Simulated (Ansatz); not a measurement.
# C2H4SSi: rigid scan of one bond length from a Python script

Program: Ansatz 0.2.0 through its Python package. Level of theory: PBE/6-31G*. These are calculated values, not measurements.

### 1 The system

Bond lengths: Si1–C2 1.814 Å, C2–C3 1.188 Å, C3–S4 1.697 Å, Si1–H5 1.535 Å, Si1–H6 1.536 Å, Si1–H7 1.486 Å, S4–H8 1.305 Å. Angles: Si1–C2–C3 179.3°, C2–Si1–H5 111.2°, C2–Si1–H6 111.7°, C2–Si1–H7 113.9°, H5–Si1–H6 104.8°, H5–Si1–H7 107.7°, H6–Si1–H7 107.0°, C2–C3–S4 175.1°, C3–S4–H8 101.2°.

The script holds or builds the structure itself.

### 2 The code

Input file scan_c2h4ssi.py:

```python
# -*- coding: utf-8 -*-
import ansatz as az
import numpy as np


def main():
    geometry_ang = [
        ('Si', [-0.2741, 1.4373, -0.6027]),
        ('C', [-0.1485, -0.2327, 0.0949]),
        ('C', [-0.0712, -1.3316, 0.54]),
        ('S', [0.1821, -2.876, 1.1953]),
        ('H', [-1.1566, 1.4486, -1.8591]),
        ('H', [-0.96, 2.4093, 0.3683]),
        ('H', [1.0357, 2.0386, -0.9652]),
        ('H', [1.4847, -2.9506, 1.1726]),
    ]
    system = az.Crystal.molecule()
    for symbol, xyz in geometry_ang:
        system = system.atom(symbol, xyz)

    symbols = [site.symbol for site in system.cartesian_sites]
    start = np.array([site.position_ang for site in system.cartesian_sites])
    axis = (start[6] - start[0]) / np.linalg.norm(start[6] - start[0])
    moving = [6]
    lengths, energies = [1.26, 1.37, 1.49, 1.63, 1.86, 2.23, 2.68, 3.27], []
    for length in lengths:
        xyz = start.copy()
        xyz[moving] += (length - np.linalg.norm(start[6] - start[0])) * axis
        point = az.Crystal.molecule()
        for symbol, place in zip(symbols, xyz):
            point = point.atom(symbol, place.tolist())
        calc = (
            point.calculation()
            .basis(gaussian='6-31G*')
            .functional('PBE')
            .spin('collinear')
        )
        summary = calc.run(threads=1, pin='off').report
        energies.append(summary['free_energy_ev'])
        print(f'r = {length:6.3f} A  E = {energies[-1]:.5f} eV  <S^2> = {abs(summary["mean_field"]["state"]["spin_squared"]):.3f}')

    print('energy above the lowest point (eV):', [round(e - min(energies), 3) for e in energies])


if __name__ == '__main__':
    main()
```

### 3 Running it

Run with:

```sh
$ python scan_c2h4ssi.py
```

What time and memory should one allow on 1 thread of AMD EPYC (Zen 3), shared host?

About 60 s, with a peak of 0.24 GiB.
